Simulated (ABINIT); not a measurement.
InSb3:

```xyz
4
Lattice="4.8064 0.0000 0.0000 0.0000 4.8064 0.0000 0.0000 0.0000 4.8064" Properties=species:S:1:pos:R:3 pbc="T T T"
Sb    2.4032    2.4032    0.0000
Sb    0.0000    2.4032    2.4032
Sb    2.4032    0.0000    2.4032
In    0.0000    0.0000    0.0000
```

The cell comes from a database or a generator and needn't be the stable form of this composition.

```yaml
Program: ABINIT 10.8.3 (patched build)
Task: single point
Functional: PBE
Potentials_or_basis: JTH PAW PBE v2.0
Cutoff: 599 eV
k_mesh: 6 × 6 × 6
Occupations: fermi-dirac, width 0.05 eV
Spin: no spin polarisation
```

On this cell: pressure 0.2 GPa; largest force zero by symmetry; band gap on the k mesh none (metal or under the smearing width).

The same run follows on a disturbed copy (atoms moved at random, drawn with an rms of 0.05 Å):

```xyz
4
Lattice="4.8064 0.0000 0.0000 0.0000 4.8064 0.0000 0.0000 0.0000 4.8064" Properties=species:S:1:pos:R:3 pbc="T T T"
Sb    2.4537    2.3488   -0.0301
Sb    0.0014    2.4438    2.4233
Sb    2.4078   -0.0062    2.4055
In   -0.0205   -0.0133    0.0197
```

Question: What changes?

Answer: The energy (extrapolated to zero smearing) moves by +0.3 meV/atom; pressure 0.2 GPa; largest force 0.100 eV/Å; band gap on the k mesh none (metal or under the smearing width).

Forces on the atoms (eV/Å):
```
Sb  -0.053 -0.028 -0.009
Sb   0.026  0.010  0.004
Sb  -0.072  0.002 -0.004
In   0.099  0.016  0.008
```
